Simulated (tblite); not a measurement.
# BGaH6O5S: the cost of one run

Computed with tblite 0.8.0 and PySCF 2.14.0; each step states its level. No surroundings beyond the atoms listed, unless a continuum is named. Atoms count from 0, parts from 1.

## (1) Starting point

14 atoms, charge 0, multiplicity 1; geometry: distance geometry start.

## (2) Relaxing the cluster with GFN2-xTB

The job: settings as JSON, then the geometry in Å.

```
{"job": {"kind": "relax", "xc": "GFN2-xTB", "basis": "xTB"}, "charge": 0, "multiplicity": 1}
O      2.686294     0.111810     1.256746
B      1.702308    -0.375219     0.220616
O      1.908761     0.142879    -1.165634
S     -0.107540    -0.466936     0.798855
Ga    -1.321045     1.435449     0.617831
O     -1.662083     1.805868    -1.184338
O     -2.984715     1.221079     1.534854
O     -0.368944     2.874420     1.362985
H      2.891278     1.000557     1.455943
H      2.113653     1.067648    -1.401173
H     -0.327352    -1.209023     1.944753
H     -0.957505     2.017053    -1.852706
H     -3.195385     0.453178     2.042207
H     -0.275872     3.020315     2.326508
```

Level: GFN2-xTB geometry optimisation, gas phase.

Launch:

```
> OMP_NUM_THREADS=1 python cluster_run.py task.json out
```

This one command runs all jobs of the session in turn.

Q: Estimate the wall time of this first job on 1 thread of Arm Neoverse V2, shared host.

About 1.5 s.
